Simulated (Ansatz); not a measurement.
# BClH₇NO: search for a transition state

Is there a first-order saddle for this ligand exchange through a proton shuttle, which should form B1–N6, H5–O8, Cl2–H7 and break B1–Cl2, H5–N6, H7–O8, and which two structures does it connect?

Program: Ansatz 0.2.0, Gaussian basis. Level of theory: PBE0-D4, def2-SVP first, then def2-TZVP. These are calculated values, not measurements.

41 further runs of the same task are left out: 41 set aside as unsound or not needed.

## Step 1: The system as given

The guess: 11 atoms, charge 0, spin multiplicity 1.

Atoms are counted from 1 here; the program's logs count them from 0.

Bond lengths: B1–H3 1.166 Å, B1–H4 1.166 Å, N6–H9 1.008 Å, N6–H10 1.009 Å, H7–O8 1.270 Å, O8–H11 0.959 Å. Angles: H3–B1–H4 123.3°, H9–N6–H10 110.3°, H7–O8–H11 102.8°.

Geometry (Å):

```mol
BClH7NO
  3D, bonds by distance, orders not assigned

 11  6  0  0  0  0  0  0  0  0999 V2000
   -1.1189   -0.8479   -0.4667 B   0  0
   -1.1716    1.1460   -1.3179 Cl  0  0
   -0.8735   -1.5293   -1.3807 H   0  0
   -2.1130   -0.9207    0.1376 H   0  0
    0.8231    0.4324    0.6154 H   0  0
    0.2866   -0.7928    0.6558 N   0  0
    0.1556    1.7477   -0.3459 H   0  0
    1.1853    1.6379    0.3889 O   0  0
    0.9649   -1.4823    0.3724 H   0  0
   -0.0369   -0.9838    1.5921 H   0  0
    1.8985    1.5929   -0.2509 H   0  0
  1  3  8  0
  1  4  8  0
  6  9  8  0
  6 10  8  0
  7  8  8  0
  8 11  8  0
M  END
```

Distances that are to change: B1–N6 1.80 Å, H5–O8 1.28 Å, Cl2–H7 1.75 Å, B1–Cl2 2.17 Å, H5–N6 1.34 Å, H7–O8 1.27 Å.

## Step 2: Relaxing the guess with the reacting distances held

hold/in.yaml

```yaml
crystal:
  periodic: [false, false, false]
  atoms:
    - {symbol: B, position_ang: [-1.118900, -0.847900, -0.466700]}
    - {symbol: Cl, position_ang: [-1.171600, 1.146000, -1.317900]}
    - {symbol: H, position_ang: [-0.873500, -1.529300, -1.380700]}
    - {symbol: H, position_ang: [-2.113000, -0.920700, 0.137600]}
    - {symbol: H, position_ang: [0.823100, 0.432400, 0.615400]}
    - {symbol: N, position_ang: [0.286600, -0.792800, 0.655800]}
    - {symbol: H, position_ang: [0.155600, 1.747700, -0.345900]}
    - {symbol: O, position_ang: [1.185300, 1.637900, 0.388900]}
    - {symbol: H, position_ang: [0.964900, -1.482300, 0.372400]}
    - {symbol: H, position_ang: [-0.036900, -0.983800, 1.592100]}
    - {symbol: H, position_ang: [1.898500, 1.592900, -0.250900]}
basis:
  gaussian: {orbitals: def2-SVP}
hamiltonian: {xc: pbe0, dispersion: d4}
relax: {f_tol: 0.08, max_steps: 120, escape_saddle: false, constraints: [{distance: [0, 5]}, {distance: [4, 7]}, {distance: [1, 6]}, {distance: [0, 1]}, {distance: [4, 5]}, {distance: [6, 7]}]}
```

No record of the launch command was kept for these runs.

Further steps of the session: Saddle search in the small basis; Saddle search in triple zeta; Vibrations at the point found; Relaxing after a step of 0.30 Å one way along the mode; Relaxing after a step of 0.30 Å the other way along the mode.

Before running it: what results should come out? Wanted: imaginary mode; barrier from the start side; barrier from the end side; energy of the step; pairs that change; zero-point energy at the saddle.

The runs gave:

| quantity | value |
| --- | --- |
| imaginary mode | 430i cm⁻¹ |
| barrier from the start side | 118.6 kJ/mol |
| barrier from the end side | 34.5 kJ/mol |
| energy of the step | +84.1 kJ/mol |
| pairs that change | B1–N6 tightened, Cl2–H7 formed, H5–O8 formed, B1–Cl2 broken, H5–N6 broken, H7–O8 broken |
| zero-point energy at the saddle | 2.231 eV |

The point has a single imaginary mode (430i cm⁻¹), as a transition state must. The two relaxations end on the structures that were planned. At PBE0-D4/def2-TZVP the electronic barrier is 118.6 kJ/mol, about 48 kT at 298 K, and the step runs 84.1 kJ/mol uphill. A step off the saddle overshot and began above it in energy, so the link to its end is likely but not proven. The ends are the nearest minima, not always the lowest complexes.
